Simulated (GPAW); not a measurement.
The system is ScSi2.

```
CELL_PARAMETERS angstrom
3.66000 0.00000 0.00000
-1.83000 3.16965 0.00000
0.00000 0.00000 3.87000
ATOMIC_POSITIONS crystal
Sc 0.00000 0.00000 0.00000
Si 0.66667 0.33333 0.50000
Si 0.33333 0.66667 0.50000
```

| Item | Value |
| --- | --- |
| Program | GPAW 26.7.0 |
| Task | single point |
| Functional | PBE |
| Potentials or basis | GPAW PAW data sets (gpaw-data 1.2.1) |
| Cutoff | 600 eV |
| Basis | pw |
| k mesh | 8 × 8 × 7 |
| Occupations | fermi-dirac, width 0.05 eV |
| Spin | no spin polarisation |

On this cell: pressure 25.5 GPa; largest force under 0.003 eV/Å; band gap on the k mesh none (metal or under the smearing width).

The same run follows on a disturbed copy (atoms moved at random, drawn with an rms of 0.05 Å):

```xyz
3
Lattice="3.6600 0.0000 0.0000 -1.8300 3.1697 0.0000 0.0000 0.0000 3.8700" Properties=species:S:1:pos:R:3 pbc="T T T"
Sc   -0.0059    0.0089   -0.0475
Si    1.8350    1.0981    1.9719
Si   -0.0511    2.1375    1.9350
```

Problem. What does the disturbed cell give?

Solution. The energy (extrapolated to zero smearing) moves by +23.2 meV/atom; pressure 26.0 GPa; largest force 1.690 eV/Å; band gap on the k mesh none (metal or under the smearing width).

Forces on the atoms (eV/Å):
```
Sc  -0.088  0.127  0.643
Si  -1.482 -0.613 -0.248
Si   1.570  0.486 -0.394
```

Stress tensor (GPa, compression positive):
```
40.35  5.60 -0.22
 5.60 36.62  0.12
-0.22  0.12  1.06
```

Caveats: so large a pressure means that the cell lies far from this level's equilibrium, or that cutoff or potentials fall short (some runs).
